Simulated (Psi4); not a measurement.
# doublet CH3Cl3Si+ at 3 levels

We compute a comparison of 3 runs (U-revPBE/cc-pVDZ, UPBE/cc-pVDZ, USVWN5/cc-pVDZ) of doublet CH3Cl3Si+. 

The calculation is run with Psi4 1.11.

5 further runs of the same task are left out: 5 that didn't finish.

### Step 1. The molecule

CH3Cl3Si+: 8 atoms, total charge +1, spin state doublet. SMILES of the parent species: `C[Si](Cl)(Cl)Cl`. The coordinates come from a PBE0-D4/def2-TZVP relaxation. That shape belongs to the parent species and isn't relaxed for this state.

Bond lengths: C1–Si2 1.841 Å, Si2–Cl3 2.039 Å, Si2–Cl4 2.039 Å, Si2–Cl5 2.039 Å, C1–H6 1.092 Å, C1–H7 1.092 Å, C1–H8 1.092 Å. Some angles: C1–Si2–Cl3 110.7°, C1–Si2–Cl4 110.7°, C1–Si2–Cl5 110.6°, Cl3–Si2–Cl4 108.3°, Cl3–Si2–Cl5 108.3°, Cl4–Si2–Cl5 108.3°, Si2–C1–H6 110.0°, Si2–C1–H7 110.0°, Si2–C1–H8 110.0°, H6–C1–H7 109.0°.

### Step 2. A single-point energy at U-revPBE/cc-pVDZ (run 1)

Input file calc.py:

```python
import psi4

psi4.set_memory('1600 MB')
psi4.set_num_threads(1)
psi4.core.set_output_file('run.log', False)

geom = psi4.geometry("""
1 2
C     -0.728900    -0.279600     0.686100
Si     0.568900     0.197900    -0.528700
Cl     2.360400    -0.640000    -0.033600
Cl     0.065900    -0.429500    -2.402200
Cl     0.801200     2.223000    -0.573800
H     -0.844500    -1.365200     0.700800
H     -0.448300     0.061100     1.684800
H     -1.682600     0.175200     0.410800
units angstrom
symmetry c1
no_reorient
no_com
""")

options = {'reference': 'uks', 'puream': True, 'e_convergence': 1e-09, 'd_convergence': 1e-06, 'scf_type': 'pk', 'dft_radial_points': 99, 'dft_spherical_points': 590, 'maxiter': 150, 'level_shift': 0.3, 'level_shift_cutoff': 1e-09}
psi4.set_options(options)

e_tot, wfn = psi4.energy("revpbe/cc-pVDZ", molecule=geom, return_wfn=True)
psi4.oeprop(wfn, "DIPOLE", "QUADRUPOLE", "WIBERG_LOWDIN_INDICES", title="REVPBE")
print('E =', round(e_tot, 9))
```

Command:

```
$ python calc.py
```

run.log:

```text
[...]
  Running in c1 symmetry.
[...]
  Nuclear repulsion =  440.297333645516005
[...]
  Multiplicity = 2
[...]
  Nalpha       = 37
  Nbeta        = 36
[...]
    Number of basis functions: 101
[...]
   @UKS iter   1: -1709.17389123307589    6.25568e-01   7.23969e-03 ADIIS/DIIS/SHIFT
[...]
   @UKS iter  13: -1709.45958278819717   -4.65661e-10   9.07158e-08 DIIS/SHIFT
[...]
   @S^2 Observed:                7.517034094E-01
[...]
    Orbital Energies [Eh]
    ---------------------
    Alpha Occupied:
       1A   -100.940068     2A   -100.940065     3A   -100.940063
       4A    -65.747712     5A    -10.093530     6A     -9.428968
       7A     -9.428918     8A     -9.428916     9A     -7.244023
      10A     -7.244018    11A     -7.244017    12A     -7.243065
      13A     -7.243064    14A     -7.243060    15A     -7.235107
      16A     -7.235105    17A     -7.235104    18A     -5.363401
      19A     -3.771067    20A     -3.771066    21A     -3.765799
      22A     -1.027012    23A     -0.992293    24A     -0.992290
      25A     -0.833389    26A     -0.694013    27A     -0.612035
      28A     -0.612033    29A     -0.566742    30A     -0.552094
      31A     -0.552092    32A     -0.546470    33A     -0.546468
      34A     -0.522460    35A     -0.510807    36A     -0.510806
[...]
  @UKS Final Energy: -1709.45958278819717
   => Energetics <=
    Nuclear Repulsion Energy =            440.2973336455160052
    One-Electron Energy =               -3221.9811010891194201
    Two-Electron Energy =                1183.8970856477656071
    DFT Exchange-Correlation Energy =    -111.6729009923594305
    Empirical Dispersion Energy =           0.0000000000000000
    VV10 Nonlocal Energy =                  0.0000000000000000
    Total Energy =                      -1709.4595827881971672
[...]
 Multipole Moments:
 ------------------------------------------------------------------------------------
     Multipole            Electronic (a.u.)      Nuclear  (a.u.)        Total (a.u.)
 ------------------------------------------------------------------------------------
 L = 1.  Multiply by 2.5417464519 to convert [e a0] to [Debye]
 Dipole X            :       -103.7854677          104.8482415            1.0627739
 Dipole Y            :        -36.6191717           36.9887433            0.3695716
 Dipole Z            :         96.6205160          -97.6081338           -0.9876178
 Magnitude           :                                                    1.4971507
 L = 2.  Multiply by 1.3450342976 to convert [e a0^2] to [Debye ang]
 Quadrupole XX       :       -451.5994585          418.4070928          -33.1923658
 Quadrupole XY       :        -27.5466373           27.6598758            0.1132385
[...]
```

The script printed:

```text
E = -1709.459582788
```

It took 42 s on 1 thread of Intel Xeon 6975P-C (Granite Rapids), shared host; peak memory 0.79 GiB.

### Step 3. Energy and forces at UPBE/cc-pVDZ (run 2)

Input file input.inp:

```
memory 1600 MB

molecule molecule1 {
  1 2
  C     -1.37742137    -0.52836742     1.29654109
  Si     1.07506519     0.37397680    -0.99909820
  Cl     4.46050954    -1.20942472    -0.06349480
  Cl     0.12453295    -0.81163737    -4.53950010
  Cl     1.51404857     4.20086118    -1.08432485
  H     -1.59587371    -2.57985411     1.32432007
  H     -0.84716422     0.11546227     3.18381057
  H     -3.17965318     0.33108002     0.77629949
  units au
  symmetry c1
}

set {
  basis                cc-pVDZ
  reference            uks
  puream               true
  e_convergence        1e-09
  d_convergence        1e-06
  scf_type             pk
  dft_radial_points    99
  dft_spherical_points 590
  maxiter              150
  level_shift          0.3
  level_shift_cutoff   1e-09
}

energy_value = gradient("pbe")
print_variables()
```

Command:

```
$ psi4 input.inp input.out -n 1
```

input.out, shortened:

```text
[...]
  Running in c1 symmetry.
[...]
  Nuclear repulsion =  440.297333754780766
[...]
  Multiplicity = 2
[...]
  Nalpha       = 37
  Nbeta        = 36
[...]
    Number of basis functions: 101
[...]
   @UKS iter   1: -1708.71669978191335    6.51497e-01   7.43745e-03 ADIIS/DIIS/SHIFT
[...]
   @UKS iter  13: -1709.01717819888563   -5.32282e-10   9.86147e-08 DIIS/SHIFT
[...]
   @S^2 Observed:                7.515904902E-01
[...]
  @UKS Final Energy: -1709.01717819888563
   => Energetics <=
    Nuclear Repulsion Energy =            440.2973337547807660
    One-Electron Energy =               -3221.9204560637217583
    Two-Electron Energy =                1183.8203181181684158
    DFT Exchange-Correlation Energy =    -111.2143740081133814
    Empirical Dispersion Energy =           0.0000000000000000
    VV10 Nonlocal Energy =                  0.0000000000000000
    Total Energy =                      -1709.0171781988856310
[...]
 Multipole Moments:
 ------------------------------------------------------------------------------------
     Multipole            Electronic (a.u.)      Nuclear  (a.u.)        Total (a.u.)
 ------------------------------------------------------------------------------------
 L = 1.  Multiply by 2.5417464519 to convert [e a0] to [Debye]
 Dipole X            :          5.3630144           -5.8010641           -0.4380497
 Dipole Y            :          1.9733714           -2.1345418           -0.1611704
 Dipole Z            :         -5.0198825            5.4298757            0.4099933
 Magnitude           :                                                    0.6212551
[...]
  -Total Gradient:
     Atom            X                  Y                   Z
    ------   -----------------  -----------------  -----------------
       1       -0.004765809395    -0.001776933855     0.004455389614
       2        0.026341535183     0.009670496205    -0.024668922049
       3       -0.022102407654     0.006155537663    -0.000037401510
       4       -0.000201374154     0.004147745504     0.022567944707
       5       -0.007218891524    -0.021143510439     0.005116473163
       6        0.001104586886     0.011361510144    -0.000057633425
       7       -0.003044850309    -0.003606435585    -0.010354466895
       8        0.009891423190    -0.004806347256     0.002982332570
[...]
```

It took 96 s on 1 thread of Intel Xeon 6975P-C (Granite Rapids), shared host; peak memory 0.79 GiB.

### Step 4. Energy and forces at USVWN5/cc-pVDZ (run 3)

Input file ch3cl3si.py:

```python
import psi4

psi4.set_memory(1600000000)
psi4.set_num_threads(1)
psi4.set_output_file('ch3cl3si.out', False)

molecule = psi4.geometry("""
1 2
C     -0.728900    -0.279600     0.686100
Si     0.568900     0.197900    -0.528700
Cl     2.360400    -0.640000    -0.033600
Cl     0.065900    -0.429500    -2.402200
Cl     0.801200     2.223000    -0.573800
H     -0.844500    -1.365200     0.700800
H     -0.448300     0.061100     1.684800
H     -1.682600     0.175200     0.410800
symmetry c1
""")

psi4.set_options({
    'basis': 'cc-pVDZ',
    'reference': 'uks',
    'puream': True,
    'e_convergence': 1e-09,
    'd_convergence': 1e-06,
    'scf_type': 'pk',
    'dft_radial_points': 99,
    'dft_spherical_points': 590,
    'maxiter': 150,
    'level_shift': 0.3,
    'level_shift_cutoff': 1e-09,
})

e, wfn = psi4.gradient("scf", dft_functional={"name": "SVWN5", "x_functionals": {"LDA_X": {}}, "c_functionals": {"LDA_C_VWN": {}}}, molecule=molecule, return_wfn=True)
psi4.oeprop(wfn, "WIBERG_LOWDIN_INDICES", "LOWDIN_CHARGES", "QUADRUPOLE")
print('gradient / Eh bohr^-1')
print(e.np.round(6))
print(f'energy = {wfn.energy():.10f} Eh')
```

Command:

```
$ python ch3cl3si.py
```

ch3cl3si.out, shortened:

```text
[...]
  Running in c1 symmetry.
[...]
  Nuclear repulsion =  440.297333645516005
[...]
  Multiplicity = 2
[...]
  Nalpha       = 37
  Nbeta        = 36
[...]
    Number of basis functions: 101
[...]
   @UKS iter   1: -1703.47156526253934    7.22842e-01   7.85054e-03 DIIS/ADIIS/SHIFT
[...]
   @UKS iter  13: -1703.80394721576295   -7.33735e-10   1.19562e-07 DIIS/SHIFT
[...]
   @S^2 Observed:                7.509677202E-01
[...]
  @UKS Final Energy: -1703.80394721576295
   => Energetics <=
    Nuclear Repulsion Energy =            440.2973336455160052
    One-Electron Energy =               -3221.5911544802984281
    Two-Electron Energy =                1183.4244446303582663
    DFT Exchange-Correlation Energy =    -105.9345710113389600
    Empirical Dispersion Energy =           0.0000000000000000
    VV10 Nonlocal Energy =                  0.0000000000000000
    Total Energy =                      -1703.8039472157629461
[...]
  -Total Gradient:
     Atom            X                  Y                   Z
    ------   -----------------  -----------------  -----------------
       1       -0.012341037625    -0.004564228009     0.011545167143
       2        0.027375780446     0.010050866421    -0.025636410906
       3       -0.014726052978     0.002545592050     0.002241395635
       4       -0.002521560341     0.001421358148     0.014836715597
       5       -0.006431519001    -0.012659284458     0.005104395714
       6        0.001055530093     0.013349222714     0.000168343448
       7       -0.003856003781    -0.004361361759    -0.012020494937
       8        0.011453497498    -0.005780798611     0.003765925501
[...]
 Multipole Moments:
 ------------------------------------------------------------------------------------
     Multipole            Electronic (a.u.)      Nuclear  (a.u.)        Total (a.u.)
[...]
```

On the terminal:

```text
gradient / Eh bohr^-1
[[-0.012341 -0.004564  0.011545]
 [ 0.027376  0.010051 -0.025636]
 [-0.014726  0.002546  0.002241]
 [-0.002522  0.001421  0.014837]
 [-0.006432 -0.012659  0.005104]
 [ 0.001056  0.013349  0.000168]
 [-0.003856 -0.004361 -0.01202 ]
 [ 0.011453 -0.005781  0.003766]]
energy = -1703.8039472158 Eh
```

Wall time 84 s (1 thread of Intel Xeon 6975P-C (Granite Rapids), shared host); peak memory 0.79 GiB.

### Step 5. The series

```tsv
run	level	task	energy (Eh)	HOMO energy (eV)	⟨S²⟩	wall time
1	U-revPBE/cc-pVDZ	energy	-1709.459583	-13.22	0.752	42 s
2	UPBE/cc-pVDZ	gradient	-1709.017178	-13.26	0.752	96 s
3	USVWN5/cc-pVDZ	gradient	-1703.803947	-13.36	0.751	84 s
```

### Step 6. What came out

```
                                 quantity           value
                      run 3: total energy  -1703.80395 Eh
run 3: HOMO energy (highest over α and β)       -13.36 eV
                              run 3: ⟨S²⟩           0.751
          run 3: largest force on an atom      1.997 eV/Å
```

What this shows: Totals of different functionals can't be ranked against each other. All runs together took 3.7 min, the longest 96 s.
